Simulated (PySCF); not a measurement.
# InCl2F (SMILES [F][In]([Cl])[Cl]) at 6 levels

Wanted: a comparison of 6 runs (HF/STO-3G, HF/def2-SVP, PBE0/def2-SVP, CAM-B3LYP/def2-SVPD, TPSSh/def2-SVPD, r2SCAN/def2-TZVP) of InCl2F. 

The results are computed with PySCF 2.14.0.

3 further runs of the same task are left out: 3 set aside as unsound or not needed.

## 1. The structure to begin with

InCl2F has 4 atoms, charge 0, and is taken as a singlet. As SMILES, `[F][In]([Cl])[Cl]`. The coordinates come from a PBE0-D4/def2-TZVP relaxation.

Bond lengths: F1–In2 1.926 Å, In2–Cl3 2.285 Å, In2–Cl4 2.285 Å. Angles: F1–In2–Cl3 117.6°, F1–In2–Cl4 117.6°, Cl3–In2–Cl4 124.8°.

## 2. Energy and gradient at HF/STO-3G (run 1)

The input, calc.py:

```python
# [F][In]([Cl])[Cl]
from pyscf import gto

system = gto.M(
    atom='''
F      0.230900     0.992100     1.678900
In     0.019100     0.009200     0.035600
Cl     1.200200    -1.933300    -0.195800
Cl    -1.394700     0.871700    -1.539000
''',
    verbose=4,
    basis='sto-3g',
    max_memory=1860,
)

hf = system.RHF()
hf.conv_tol = 1e-10
hf.kernel()
if not hf.converged:
    hf = hf.newton().run(hf.mo_coeff, hf.mo_occ)

e_final = hf.e_tot
print('E(%s) = %.9f' % ('HF', e_final))
grad = hf.nuc_grad_method().kernel()
hf.analyze()
```

Started as:

```bash
$ OMP_NUM_THREADS=1 python calc.py
```

Output:

```text
PySCF version 2.14.0

[INPUT] num. atoms = 4
[INPUT] num. electrons = 92
[INPUT] charge = 0
[INPUT] spin (= nelec alpha-beta = 2S) = 0
[INPUT] symmetry False subgroup None
[INPUT] Mole.unit = angstrom
[INPUT] Symbol           X                Y                Z      unit          X                Y                Z       unit  Magmom
[INPUT]  1 F      0.230900000000   0.992100000000   1.678900000000 AA    0.436337762162   1.874797288181   3.172661190532 Bohr   0.0
[INPUT]  2 In     0.019100000000   0.009200000000   0.035600000000 AA    0.036093768979   0.017385480346   0.067274250035 Bohr   0.0
[INPUT]  3 Cl     1.200200000000  -1.933300000000  -0.195800000000 AA    2.268049294703  -3.653407516622  -0.370008375190 Bohr   0.0
[INPUT]  4 Cl    -1.394700000000   0.871700000000  -1.539000000000 AA   -2.635601025931   1.647274262783  -2.908288505706 Bohr   0.0

nuclear repulsion = 589.579900491978
number of shells = 24
number of NR pGTOs = 150
number of NR cGTOs = 50
basis = sto-3g
ecp = {}

[... 50 lines left out ...]
Total Energy =                       -6690.262393252695801
[... 4 lines left out ...]
DFT Exchange-Correlation Energy =     -220.475229435353413
[... 6 lines left out ...]
MO #5   energy= -138.12703259916   occ= 2
[... 4 lines left out ...]
MO #10  energy= -24.8249458540858  occ= 2
[... 4 lines left out ...]
MO #15  energy= -16.6898949930424  occ= 2
[... 4 lines left out ...]
MO #20  energy= -7.75700404157697  occ= 2
[... 4 lines left out ...]
MO #25  energy= -7.75267045305788  occ= 2
[... 4 lines left out ...]
MO #30  energy= -1.39346780347233  occ= 2
[... 4 lines left out ...]
MO #35  energy= -0.661989023866582 occ= 2
[... 4 lines left out ...]
MO #40  energy= -0.428573309374368 occ= 2
[... 4 lines left out ...]
MO #45  energy= -0.375199523091708 occ= 2
[... 4 lines left out ...]
MO #50  energy= 0.428018094863685  occ= 0
[... 18 lines left out ...]
pop of  1 In 4px          1.99888
pop of  1 In 4py          1.99918
pop of  1 In 4pz          1.99930
pop of  1 In 5px          0.35607
pop of  1 In 5py          0.45966
pop of  1 In 5pz          0.49273
pop of  1 In 3dxy         1.99999
pop of  1 In 3dyz         1.99999
pop of  1 In 3dz^2        1.99999
pop of  1 In 3dxz         1.99999
pop of  1 In 3dx2-y2      2.00000
pop of  1 In 4dxy         1.98045
pop of  1 In 4dyz         1.98948
pop of  1 In 4dz^2        1.99185
pop of  1 In 4dxz         1.98730
pop of  1 In 4dx2-y2      1.99572
pop of  2 Cl 1s           2.00000
pop of  2 Cl 2s           1.99987
pop of  2 Cl 3s           1.91595
pop of  2 Cl 2px          1.99990
pop of  2 Cl 2py          1.99977
pop of  2 Cl 2pz          1.99997
pop of  2 Cl 3px          1.82507
pop of  2 Cl 3py          1.63908
pop of  2 Cl 3pz          1.95795
pop of  3 Cl 1s           2.00000
pop of  3 Cl 2s           1.99987
pop of  3 Cl 3s           1.91596
pop of  3 Cl 2px          1.99987
pop of  3 Cl 2py          1.99993
pop of  3 Cl 2pz          1.99984
pop of  3 Cl 3px          1.77549
pop of  3 Cl 3py          1.88789
pop of  3 Cl 3pz          1.75873
 ** Mulliken atomic charges  **
charge of    0F =     -0.25486
charge of    1In =      0.93000
charge of    2Cl =     -0.33756
charge of    3Cl =     -0.33758
Dipole moment(X, Y, Z, Debye):  0.14786,  0.68628,  1.14839
```

It took 8.1 s on 1 thread of Intel Xeon at 2.50GHz (Skylake/Cascade Lake), shared host; peak memory 0.13 GiB.

## 3. Energy and gradient at HF/def2-SVP (core potential) (run 2)

The input, geometry.xyz:

```xyz
4

F      0.230900     0.992100     1.678900
In     0.019100     0.009200     0.035600
Cl     1.200200    -1.933300    -0.195800
Cl    -1.394700     0.871700    -1.539000
```

The input, calc.py:

```python
import pyscf.grad
from pyscf import gto

mol = gto.M(
    atom='geometry.xyz',
    max_memory=1860,
    spin=0,
    verbose=4,
    charge=0,
    basis='def2-svp',
    ecp={'In': 'def2-svp'},
)

calc0 = mol.RHF()
calc0.conv_tol = 1e-10
calc0.kernel()
if not calc0.converged:
    calc0 = calc0.newton().run(calc0.mo_coeff, calc0.mo_occ)

e_tot = calc0.e_tot
print('E = %.10f Eh' % e_tot)
grad = calc0.Gradients().kernel()
dip = calc0.dip_moment()
pop, q = calc0.mulliken_pop()
```

Started as:

```bash
$ OMP_NUM_THREADS=1 python calc.py
```

Output:

```text
PySCF version 2.14.0

[INPUT] num. atoms = 4
[INPUT] num. electrons = 64
[INPUT] charge = 0
[INPUT] spin (= nelec alpha-beta = 2S) = 0
[INPUT] symmetry False subgroup None
[INPUT] Mole.unit = angstrom
[INPUT] Symbol           X                Y                Z      unit          X                Y                Z       unit  Magmom
[INPUT]  1 F      0.230900000000   0.992100000000   1.678900000000 AA    0.436337762162   1.874797288181   3.172661190532 Bohr   0.0
[INPUT]  2 In     0.019100000000   0.009200000000   0.035600000000 AA    0.036093768979   0.017385480346   0.067274250035 Bohr   0.0
[INPUT]  3 Cl     1.200200000000  -1.933300000000  -0.195800000000 AA    2.268049294703  -3.653407516622  -0.370008375190 Bohr   0.0
[INPUT]  4 Cl    -1.394700000000   0.871700000000  -1.539000000000 AA   -2.635601025931   1.647274262783  -2.908288505706 Bohr   0.0

nuclear repulsion = 299.904224956325
number of shells = 32
number of NR pGTOs = 157
number of NR cGTOs = 76
basis = def2-svp
ecp = {'In': 'def2-svp'}

[... 41 lines left out ...]
converged SCF energy = -1207.40506845615
[... 11 lines left out ...]
Dipole moment(X, Y, Z, Debye): -0.12526, -0.58166, -0.97154
[... 42 lines left out ...]
pop of  2 Cl 2s           1.99165
pop of  2 Cl 3s           1.20205
pop of  2 Cl 4s           0.75460
pop of  2 Cl 2px          1.98075
pop of  2 Cl 2py          1.97919
pop of  2 Cl 2pz          1.98183
pop of  2 Cl 3px          0.69421
pop of  2 Cl 3py          0.63835
pop of  2 Cl 3pz          0.73525
pop of  2 Cl 4px          1.13461
pop of  2 Cl 4py          1.02240
pop of  2 Cl 4pz          1.20150
pop of  2 Cl 3dxy         0.00569
pop of  2 Cl 3dyz         0.00180
pop of  2 Cl 3dz^2        0.00225
pop of  2 Cl 3dxz         0.00073
pop of  2 Cl 3dx2-y2      0.00334
pop of  3 Cl 1s           1.99948
pop of  3 Cl 2s           1.99165
pop of  3 Cl 3s           1.20204
pop of  3 Cl 4s           0.75461
pop of  3 Cl 2px          1.98033
pop of  3 Cl 2py          1.98130
pop of  3 Cl 2pz          1.98014
pop of  3 Cl 3px          0.67885
pop of  3 Cl 3py          0.71539
pop of  3 Cl 3pz          0.67356
pop of  3 Cl 4px          1.10570
pop of  3 Cl 4py          1.16753
pop of  3 Cl 4pz          1.08531
pop of  3 Cl 3dxy         0.00217
pop of  3 Cl 3dyz         0.00276
pop of  3 Cl 3dz^2        0.00214
pop of  3 Cl 3dxz         0.00513
pop of  3 Cl 3dx2-y2      0.00161
 ** Mulliken atomic charges  **
charge of    0F =     -0.58668
charge of    1In =      1.24605
charge of    2Cl =     -0.32967
charge of    3Cl =     -0.32969
```

It took 11 s on 1 thread of Intel Xeon at 2.50GHz (Skylake/Cascade Lake), shared host; peak memory 0.15 GiB.

Runs 3 to 5 aren't shown in full; the table further down has their settings and results.

## 4. Energy and forces at r2SCAN/def2-TZVP (core potential) (run 6)

The input, job.py:

```python
# [F][In]([Cl])[Cl]
from pyscf import gto, dft

mol = gto.M(
    atom='''
F      0.436338     1.874797     3.172661
In     0.036094     0.017385     0.067274
Cl     2.268049    -3.653408    -0.370008
Cl    -2.635601     1.647274    -2.908289
''',
    max_memory=1860,
    unit='bohr',
    basis='def2-tzvp',
    verbose=4,
    charge=0,
    ecp={'In': 'def2-svp'},
)

ks = dft.RKS(mol, xc='r2scan')
ks.grids.level = 5
ks.conv_tol = 1e-10
ks.kernel()
if not ks.converged:
    ks = ks.newton().run(ks.mo_coeff, ks.mo_occ)

etot = ks.e_tot
print('Final energy', etot)
grad = ks.nuc_grad_method().kernel()
ks.analyze()
```

Started as:

```bash
$ OMP_NUM_THREADS=1 python job.py
```

Output:

```text
PySCF version 2.14.0

[INPUT] num. atoms = 4
[INPUT] num. electrons = 64
[INPUT] charge = 0
[INPUT] spin (= nelec alpha-beta = 2S) = 0
[INPUT] symmetry False subgroup None
[INPUT] Mole.unit = bohr
[INPUT] Symbol           X                Y                Z      unit          X                Y                Z       unit  Magmom
[INPUT]  1 F      0.230900125858   0.992099847501   1.678899899175 AA    0.436338000000   1.874797000000   3.172661000000 Bohr   0.0
[INPUT]  2 In     0.019100122251   0.009199745812   0.035599867687 AA    0.036094000000   0.017385000000   0.067274000000 Bohr   0.0
[INPUT]  3 Cl     1.200199844050  -1.933300255793  -0.195799801458 AA    2.268049000000  -3.653408000000  -0.370008000000 Bohr   0.0
[INPUT]  4 Cl    -1.394699986278   0.871699860941  -1.539000261569 AA   -2.635601000000   1.647274000000  -2.908289000000 Bohr   0.0

nuclear repulsion = 299.904220517028
number of shells = 53
number of NR pGTOs = 263
number of NR cGTOs = 155
basis = def2-tzvp
ecp = {'In': 'def2-svp'}

[... 82 lines left out ...]
MO #1   energy= -101.20428858732   occ= 2
[... 13 lines left out ...]
MO #15  energy= -3.07912051618787  occ= 2
[... 13 lines left out ...]
MO #29  energy= -0.328421186891255 occ= 2
[... 13 lines left out ...]
MO #43  energy= 0.158701394180394  occ= 0
[... 13 lines left out ...]
MO #57  energy= 0.452421430366864  occ= 0
[... 13 lines left out ...]
MO #71  energy= 0.843000249097106  occ= 0
[... 13 lines left out ...]
MO #85  energy= 1.75743467979558   occ= 0
[... 13 lines left out ...]
MO #99  energy= 2.07590959238587   occ= 0
[... 13 lines left out ...]
MO #113 energy= 2.26771160241447   occ= 0
[... 13 lines left out ...]
MO #127 energy= 3.38757195111278   occ= 0
[... 13 lines left out ...]
MO #141 energy= 8.8094647579893    occ= 0
[... 13 lines left out ...]
MO #155 energy= 125.282646806191   occ= 0
[... 123 lines left out ...]
pop of  3 Cl 4s           0.00651
pop of  3 Cl 5s           0.00026
pop of  3 Cl 2px          1.99993
pop of  3 Cl 2py          1.99994
pop of  3 Cl 2pz          1.99993
pop of  3 Cl 3px          1.85425
pop of  3 Cl 3py          1.93475
pop of  3 Cl 3pz          1.83211
pop of  3 Cl 4px          0.00276
pop of  3 Cl 4py          0.00166
pop of  3 Cl 4pz          0.00274
pop of  3 Cl 5px          0.00263
pop of  3 Cl 5py          0.00117
pop of  3 Cl 5pz          0.00331
pop of  3 Cl 6px          0.00049
pop of  3 Cl 6py          0.00028
pop of  3 Cl 6pz          0.00052
pop of  3 Cl 3dxy         0.00930
pop of  3 Cl 3dyz         0.01055
pop of  3 Cl 3dz^2        0.00735
pop of  3 Cl 3dxz         0.01835
pop of  3 Cl 3dx2-y2      0.00574
pop of  3 Cl 4dxy         0.00384
pop of  3 Cl 4dyz         0.00409
pop of  3 Cl 4dz^2        0.00302
pop of  3 Cl 4dxz         0.00626
pop of  3 Cl 4dx2-y2      0.00250
pop of  3 Cl 4f-3         0.00119
pop of  3 Cl 4f-2         0.00346
pop of  3 Cl 4f-1         0.00128
pop of  3 Cl 4f+0         0.00169
pop of  3 Cl 4f+1         0.00199
pop of  3 Cl 4f+2         0.00212
pop of  3 Cl 4f+3         0.00089
 ** Mulliken atomic charges  **
charge of    0F =     -0.80566
charge of    1In =      2.16577
charge of    2Cl =     -0.66520
charge of    3Cl =     -0.69491
Dipole moment(X, Y, Z, Debye): -0.10223, -0.47478, -0.79308
```

Run time: 3 min. Hardware: 1 thread of Intel Xeon at 2.50GHz (Skylake/Cascade Lake), shared host; peak memory 1.9 GiB.

## 5. The series

```
run                                 level  core potential  integration grid   energy (Eh)  dipole moment (D)  HOMO energy (eV)  LUMO energy (eV)  wall time
  1                             HF/STO-3G               –                 –  -6690.262393               1.35             -9.86              4.81      8.1 s
  2          HF/def2-SVP (core potential)        def2-svp                 –  -1207.405068               1.14            -12.85              0.64       11 s
  3        PBE0/def2-SVP (core potential)        def2-svp                 5  -1209.727075               0.96             -9.48             -2.88       35 s
  4  CAM-B3LYP/def2-SVPD (core potential)        def2-svp                 5  -1210.132050               1.09            -11.15             -2.29    1.9 min
  5      TPSSh/def2-SVPD (core potential)        def2-svp                 5  -1210.105987               0.96             -9.05             -3.63       84 s
  6     r2SCAN/def2-TZVP (core potential)        def2-svp                 5  -1210.554695               0.93             -8.58             -3.71      3 min
```

## 6. What came out

| quantity | value |
| --- | --- |
| run 6: total energy | -1210.55469 Eh |
| run 6: dipole moment | 0.93 D |
| run 6: HOMO energy | -8.58 eV |
| run 6: LUMO energy | -3.71 eV |
| run 6: HOMO–LUMO gap | 4.87 eV |
| run 6: largest force on an atom | 0.095 eV/Å |

What this shows: The dipole moment (its size) runs from 0.93 D (r2SCAN/def2-TZVP) to 1.35 D (HF/STO-3G). The two ends differ in method and basis and core potential. The two dipoles point in opposite directions. The HOMO–LUMO gap runs from 4.87 eV (r2SCAN/def2-TZVP) to 14.67 eV (HF/STO-3G). Totals of different functionals can't be ranked against each other. Some runs of one species differ in core potentials or relativity; totals across that change don't compare. In run 1 the basis is minimal, so the values are rough. In run 1 relativity is left out where basis or elements ask for it. All runs together took 7.2 min, the longest 3 min.
